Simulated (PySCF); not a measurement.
# H2OYb (Yb(H2O)2+): the cost of one run

Computed with PySCF 2.14.0. Level: PBE0, Yb def2-SVP with ECP28, O def2-SVP, H def2-SVP; scalar-relativistic core potentials, no spin–orbit coupling.

## Step 1: The starting structure

4 atoms, charge 2, spin multiplicity 1.

Bond lengths: Yb1–O2 2.271 Å, O2–H3 0.978 Å, O2–H4 0.978 Å. Angles: Yb1–O2–H3 128.2°, Yb1–O2–H4 128.2°, H3–O2–H4 103.6°.

Coordinates:

```xyz
4
H2OYb
Yb    0.0000    0.0000   -0.0386
O     0.0000    0.0000    2.2323
H     0.7681    0.0000    2.8370
H    -0.7681    0.0000    2.8370
```

Formal oxidation states: Yb +2. An earlier session relaxed this geometry at PBE0, Yb def2-SVP with ECP28, O def2-SVP, H def2-SVP (singlet, point group C2v).

Its energy there is -1234.872770 Eh.

## Step 2: One electron removed, multiplicity 2

Contents of run.py (the lines that set the calculation):

```python
mol = gto.M(atom='''
Yb     0.00000     0.00000    -0.03856
O      0.00000     0.00000     2.23235
H      0.76812     0.00000     2.83703
H     -0.76812     0.00000     2.83703''',
    basis={'Yb': 'def2-SVP', 'O': 'def2-SVP', 'H': 'def2-SVP'},
    ecp={'Yb': 'def2-SVP'},
    charge=3, spin=1)
mf = dft.UKS(mol, xc='PBE0')
mf.grids.atom_grid = (50, 194)  # f atoms: unpruned, at least (60, 302)
mf = mf.density_fit()  # fitting sets: Yb def2-universal-JKFIT, O def2-universal-JKFIT, H def2-universal-JKFIT
mf.conv_tol = 1e-08; mf.max_cycle = 55
mf.kernel(dm0)  # dm0: the density of the relaxed state
```

Run with:

```console
OMP_NUM_THREADS=2 python run.py
```

**Question.** How long does this run take on 2 threads of Intel Xeon at 2.50GHz (Skylake/Cascade Lake), shared host?

About 17 s.
